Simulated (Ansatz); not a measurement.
# LaSi2Ir2: the cost of one run

Computed with Ansatz 0.2.0 (DFT r2SCAN, scalar-relativistic, plane waves, PAW, unless a step's input says otherwise).

## Step 1: The starting structure

Symmetry: P4/nmm, No. 129, tetragonal system. Conventional cell: a = 4.208 Å, b = 4.208 Å, c = 9.957 Å, α = 90.00°, β = 90.00°, γ = 90.00°. Around La (site symmetry 4mm) lie 8 Ir at 3.20 to 3.31 Å and 8 Si at 3.21 to 3.24 Å. Around Si (site symmetry 4mm) lie 5 Ir at 2.45 to 2.46 Å and 4 La at 3.24 Å. Si (site symmetry -4m2) is surrounded by 4 Ir at 2.45 Å and 4 La at 3.21 Å. Ir (site symmetry 4mm) has 5 Si at 2.45 Å as nearest neighbours. Ir (site symmetry -4m2) is surrounded by 4 Si at 2.46 Å.

Structure file:

```cif
data_structure
_symmetry_space_group_name_H-M 'P4/nmm:1'
_symmetry_Int_Tables_number 129
_cell_length_a 4.2075
_cell_length_b 4.2075
_cell_length_c 9.9570
_cell_angle_alpha 90.000
_cell_angle_beta 90.000
_cell_angle_gamma 90.000
_cell_volume 176.27
loop_
_atom_site_label
_atom_site_type_symbol
_atom_site_symmetry_multiplicity
_atom_site_Wyckoff_symbol
_atom_site_fract_x
_atom_site_fract_y
_atom_site_fract_z
_atom_site_occupancy
La1 La 2 c 0.00000 0.50000 0.25644 1
Si1 Si 2 c 0.50000 0.00000 0.12749 1
Si2 Si 2 b 0.50000 0.50000 0.50000 1
Ir1 Ir 2 c 0.50000 0.00000 0.37373 1
Ir2 Ir 2 a 0.50000 0.50000 0.00000 1
```

The structure rests on an entry of the Materials Project (structure only); cell or positions may have been set otherwise for this series.

## Step 2: Relaxing cell and atoms: LaSi2Ir2, no spin

Input file input.yaml:

```yaml
crystal:
  lattice:
    - [4.207525205, 0.0, 0.0]
    - [0.0, 4.207525205, 0.0]
    - [0.0, 0.0, 9.95695143]
  atoms:
    - { symbol: La, position: [0.0, 0.5, 0.25644064] }
    - { symbol: La, position: [0.5, 0.0, 0.74355936] }
    - { symbol: Si, position: [0.5, 0.0, 0.12748989] }
    - { symbol: Si, position: [0.0, 0.5, 0.87251011] }
    - { symbol: Si, position: [0.5, 0.5, 0.5] }
    - { symbol: Si, position: [0.0, 0.0, 0.5] }
    - { symbol: Ir, position: [0.5, 0.0, 0.37372892] }
    - { symbol: Ir, position: [0.0, 0.5, 0.62627108] }
    - { symbol: Ir, position: [0.5, 0.5, 0.0] }
    - { symbol: Ir, position: [0.0, 0.0, 0.0] }
scf:
  occupations: { method: gaussian, width: 0.05 }
output:
  forces: true
  stress: true
  eigenvalues: true
  dos: { method: tetrahedron, nscf_kmesh: { grid: [24, 24, 10] }, de: 0.02 }
  write_density: true
  write_potential: true
  elf: true
  volumetric_format: npy
kpoints:
  mp_grid: { grid: [10, 10, 6] }
hamiltonian:
  xc: r2scan
relax:
  f_tol: 0.005
  max_steps: 60
  cell: { stress_tol: 0.03 }
```

On the command line:

```bash
$ ansatz run input.yaml --threads 4 --pin off --max-ram 8192MiB --backend cpu --events-out ev --progress --plain --runs-dir out
```

**Question.** How long does this run take on 4 threads of Arm Neoverse V1, shared host, and how much memory does it need?

About 4.3 min, with a peak of 3.9 GiB.
